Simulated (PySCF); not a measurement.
# CH9BSi2: the cost of one run

Programs: PySCF 2.14.0, with density-fitted response routines of our own. Each step states its level of theory. These are calculated values for one molecule in the gas phase, unless marked as measured. Atoms are numbered from 0 throughout.

## Step 1: Starting geometry

13 atoms, charge 0, multiplicity 1; geometry from: GFN2-xTB. The atoms were then displaced at random by about 0.01 Å, so the start is not that level's minimum.

Bonds of the start (Å): B0–Si1 1.95, Si1–C2 1.93, C2–Si3 1.88, B0–H4 1.20, B0–H5 1.14, Si1–H6 1.48, Si1–H7 1.48, C2–H8 1.06, C2–H9 1.09, Si3–H10 1.48, Si3–H11 1.49, Si3–H12 1.45.

## Step 2: Optimising the geometry at PBE0-D3(BJ)/def2-SVP

What the job is given:

```
{"job": {"xc": "PBE0", "basis": "def2-SVP", "d3": "d3bj", "grid": 1, "shake": 0.01, "kind": "geom"}, "charge": 0, "multiplicity": 1}
B      2.178700     0.561360    -0.653230
Si     1.002560    -0.912460    -0.143320
C     -0.850330    -0.657250    -0.623130
Si    -1.671690     0.792940     0.241510
H      1.751590     1.674920    -0.754150
H      3.291460     0.435440    -0.886510
H      1.394680    -2.218450    -0.723310
H      1.044410    -1.146720     1.313000
H     -0.901410    -0.510450    -1.675590
H     -1.380400    -1.574670    -0.386900
H     -1.658270     0.611420     1.707130
H     -3.104570     0.857040    -0.166480
H     -1.090920     2.069990    -0.120610
```

Run with:

```
> OMP_NUM_THREADS=1 python probes_run.py task.json out
```

This one command runs all jobs of the session in turn.

**Question.** How long does this first job take on 1 thread of Arm Neoverse V1, shared host, and how much memory does it need?

About 55 s, with a peak of 0.45 GiB.
